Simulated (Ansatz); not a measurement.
**CH₂B₂F₂O: geometry optimisation**

The runs use Ansatz 0.2.0; RKS PBE0-D4/def2-SVP.

**1. The starting structure**

8 atoms, charge 0, spin multiplicity 1.

Atoms are counted from 1 here; the program's logs count them from 0.

Bond lengths: F1–B2 1.321 Å, B2–C3 1.598 Å, B2–B5 1.722 Å, C3–O4 1.491 Å, C3–H7 1.112 Å, C3–H8 1.112 Å, O4–B5 1.379 Å, B5–F6 1.327 Å. Angles: F1–B2–C3 131.7°, F1–B2–B5 146.7°, C3–B2–B5 81.5°, B2–C3–O4 90.7°, B2–C3–H7 118.0°, B2–C3–H8 118.0°, O4–C3–H7 110.1°, O4–C3–H8 110.0°, H7–C3–H8 108.4°, C3–O4–B5 98.2°, B2–B5–O4 89.6°, B2–B5–F6 147.9°, O4–B5–F6 122.5°.

As a file:

```
F    -1.86122   -0.67032    1.12389
B    -0.84753   -0.16325    0.44453
C     0.58922   -0.75735    0.07554
O     0.94247    0.49723   -0.64844
B    -0.23444    1.18392   -0.43638
F    -0.43774    2.41107   -0.89992
H     0.63291   -1.62387   -0.61932
H     1.30854   -0.93452    0.90420
```

**2. Relaxation**

File input.yaml:

```yaml
crystal:
  periodic: [false, false, false]
  atoms:
    - { symbol: F, position_ang: [-1.861225, -0.670322, 1.123887] }
    - { symbol: B, position_ang: [-0.847533, -0.16325, 0.44453] }
    - { symbol: C, position_ang: [0.589215, -0.757354, 0.075542] }
    - { symbol: O, position_ang: [0.942473, 0.497234, -0.648436] }
    - { symbol: B, position_ang: [-0.234443, 1.183916, -0.436381] }
    - { symbol: F, position_ang: [-0.437737, 2.411066, -0.899925] }
    - { symbol: H, position_ang: [0.632907, -1.62387, -0.619319] }
    - { symbol: H, position_ang: [1.308543, -0.93452, 0.904201] }
basis:
  gaussian: { orbitals: def2-SVP }
hamiltonian:
  xc: pbe0
  dispersion: d4
output:
  forces: true
relax:
  f_tol: 0.003
  max_steps: 120
```

Command:

```
> ansatz run input.yaml --threads 1 --pin off --max-ram 2560MiB --backend cpu --events-out ev --progress --plain --runs-dir out
```

What time and memory should one allow on 1 thread of Arm Neoverse V2, shared host?

About 25 s, with a peak of 0.19 GiB.
